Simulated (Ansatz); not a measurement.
**C2H8AlGaO: ionisation energy by level of theory**

One table from this session's results is given with a row withheld; the runs are named, their logs left out.

The runs use Ansatz 0.2.0, Gaussian basis; unrestricted cation, the program's frozen cores in correlated methods.

Plan: UKS PBE-D4/def2-TZVPP; UKS r2SCAN-D4/def2-TZVPP; UKS PBE0-D4/def2-TZVPP; UKS B3LYP-D4/def2-TZVPP; UKS wB97X-V/def2-TZVPP; UKS wB97M-V/def2-TZVPP; UKS B2PLYP/def2-TZVPP; UHF-CCSD(T)/def2-TZVPP; UHF-MP2/def2-QZVPP; extrapolation to the limit; then −ε(HOMO) from the neutral's earlier runs with LDA (SPW92), PBE-D4, revPBE-D4, BLYP-D4, r2SCAN-D4, B97M-V, PBE0-D4, B3LYP-D4, r2SCANh-D4, r2SCAN0-D4, HSE06-D4, BHLYP-D4, CAM-B3LYP-D4, LC-ωPBE, ωB97X-V, ωB97M-V.

## Structure used throughout

The geometry comes from an earlier relaxation with PBE0-D4 in a triple-zeta def2 set; it is a stationary point, not always the lowest conformer.

SMILES `CO[CH2][AlH][GaH2]`, 13 atoms, charge 0, spin multiplicity 1.

Atoms are counted from 1 here; the program's logs count them from 0.

Bond lengths: C1–O2 1.412 Å, C1–H6 1.095 Å, C1–H7 1.096 Å, C1–H8 1.090 Å, O2–C3 1.450 Å, C3–Al4 2.010 Å, C3–H9 1.097 Å, C3–H10 1.100 Å, Al4–Ga5 2.486 Å, Al4–H11 1.593 Å, Ga5–H12 1.579 Å, Ga5–H13 1.585 Å. Angles: O2–C1–H6 110.1°, O2–C1–H7 110.6°, O2–C1–H8 107.7°, H6–C1–H7 109.3°, H6–C1–H8 109.5°, H7–C1–H8 109.5°, C1–O2–C3 115.6°, O2–C3–Al4 98.1°, O2–C3–H9 108.8°, O2–C3–H10 108.9°, Al4–C3–H9 120.1°, Al4–C3–H10 113.1°, H9–C3–H10 107.2°, C3–Al4–Ga5 83.7°, C3–Al4–H11 121.8°, Ga5–Al4–H11 154.4°, Al4–Ga5–H12 124.7°, Al4–Ga5–H13 119.2° and more.

Set-up of the first run:

Input file in.yaml:

```yaml
crystal:
  periodic: [false, false, false]
  atoms:
    - {symbol: C, position_ang: [-0.481696, 0.578045, 1.588608]}
    - {symbol: O, position_ang: [0.125622, 0.233503, 0.360870]}
    - {symbol: C, position_ang: [0.410612, -1.175915, 0.177429]}
    - {symbol: Al, position_ang: [0.745508, -1.141123, -1.804219]}
    - {symbol: Ga, position_ang: [-0.087656, 1.194031, -1.629092]}
    - {symbol: H, position_ang: [0.160427, 0.278892, 2.422957]}
    - {symbol: H, position_ang: [-1.456420, 0.087800, 1.687808]}
    - {symbol: H, position_ang: [-0.615156, 1.659724, 1.601122]}
    - {symbol: H, position_ang: [1.213214, -1.467409, 0.865524]}
    - {symbol: H, position_ang: [-0.481111, -1.758176, 0.453719]}
    - {symbol: H, position_ang: [1.282276, -2.420040, -2.588497]}
    - {symbol: H, position_ang: [0.833109, 2.466851, -1.469962]}
    - {symbol: H, position_ang: [-1.648737, 1.463816, -1.666237]}
basis:
  gaussian: {orbitals: def2-TZVPP}
total_charge: 1
magnetization: {spin_polarized: true, initial_magnetization: 1}
hamiltonian: {xc: pbe, dispersion: d4}
```

Run with:

```sh
ansatz run in.yaml --threads 2 --pin off --events-out ev --progress --plain --max-ram 31744MiB --backend cuda --devices 0, --max-vram 18GiB
```

Among the steps run: Cation, UKS PBE-D4/def2-TZVPP; Cation, UKS r2SCAN-D4/def2-TZVPP; Cation, UKS PBE0-D4/def2-TZVPP; Cation, UKS B3LYP-D4/def2-TZVPP; Cation, UKS wB97X-V/def2-TZVPP; Cation, UKS wB97M-V/def2-TZVPP; Cation, UKS B2PLYP (frozen core)/def2-TZVPP; Cation, UHF-CCSD(T)/def2-TZVPP; Cation, UHF-MP2/def2-QZVPP.

One of the session's tables, all rows but one given; the rest of the session is left out.

Orbital estimates, from the neutral's runs:

```
  functional  −ε(HOMO) (eV)
 LDA (SPW92)           5.30
      PBE-D4           5.20
   revPBE-D4           5.16
     BLYP-D4           5.06
   r2SCAN-D4           5.42
      B97M-V           5.49
     PBE0-D4           6.18
    B3LYP-D4           6.00
  r2SCANh-D4           5.77
  r2SCAN0-D4           6.31
    HSE06-D4           5.79
    BHLYP-D4           7.05
CAM-B3LYP-D4           7.38
     LC-ωPBE           8.63
     ωB97X-V           8.34
     ωB97M-V              ?
```

Q: Estimate the row for ωB97M-V from the others.

**Answer.** −ε(HOMO) (eV): 8.13. In the column «−ε(HOMO) (eV)» it lies between CAM-B3LYP-D4 (7.38) and ωB97X-V (8.34).
